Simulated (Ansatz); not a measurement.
# Yb3Al3Ag: the cost of one run

Program: Ansatz 0.2.0. Level of theory: DFT PBE, scalar-relativistic, plane waves, PAW. These are calculated values, not measurements.

1 further run of the same task is left out (it didn't finish).

## Step 1: The structure to begin with

The structure is cubic, space group Pm-3m (No. 221). The conventional cell has a = 5.242 Å, b = 5.242 Å, c = 5.242 Å, α = 90.00°, β = 90.00°, γ = 90.00°. Around Yb (site symmetry 4/mmm) lie 4 Al at 2.62 Å and 2 Ag at 2.62 Å. Al (site symmetry 4/mmm) is surrounded by 4 Yb at 2.62 Å. Ag (site symmetry m-3m) has 6 Yb at 2.62 Å as nearest neighbours.

Coordinates:

```xyz
7
Lattice="5.2421 0.0000 0.0000 0.0000 5.2421 0.0000 0.0000 0.0000 5.2421" Properties=species:S:1:pos:R:3 pbc="T T T"
Yb    2.6210    0.0000    0.0000
Yb    0.0000    2.6210    0.0000
Yb    0.0000    0.0000    2.6210
Al    2.6210    0.0000    2.6210
Al    2.6210    2.6210    0.0000
Al    0.0000    2.6210    2.6210
Ag    0.0000    0.0000    0.0000
```

Recipe of the guess: species swapped into a database cell of Ca3AsCl3 (Pm-3m, No. 221), with Yb on the Ca sites, Ag on the As sites and Al on the Cl sites. The dimensions are guesses.

## Step 2: Probe: one point on a coarse mesh

input.yaml reads:

```yaml
crystal:
  lattice:
    - [5.24207914, 0.0, 0.0]
    - [0.0, 5.24207914, 0.0]
    - [0.0, 0.0, 5.24207914]
  atoms:
    - { symbol: Yb, position: [0.5, 0.0, 0.0] }
    - { symbol: Yb, position: [0.0, 0.5, 0.0] }
    - { symbol: Yb, position: [0.0, 0.0, 0.5] }
    - { symbol: Al, position: [0.5, 0.0, 0.5] }
    - { symbol: Al, position: [0.5, 0.5, 0.0] }
    - { symbol: Al, position: [0.0, 0.5, 0.5] }
    - { symbol: Ag, position: [0.0, 0.0, 0.0] }
basis:
  ecutwfc: 420
kpoints:
  mp_grid: { grid: [4, 4, 4] }
hamiltonian:
  xc: pbe
scf:
  occupations: { method: gaussian, width: 0.1 }
  lower_state_search: "off"
output:
  forces: true
  stress: true
  eigenvalues: true
```

Started as:

```sh
$ ansatz run input.yaml --threads 1 --pin off --max-ram 2048MiB --backend cpu --events-out ev --progress --plain --runs-dir out
```

**Question.** How long does this run take on 1 thread of Arm Neoverse V1, shared host, and how much memory does it need?

About 8.6 s, with a peak of 0.42 GiB.
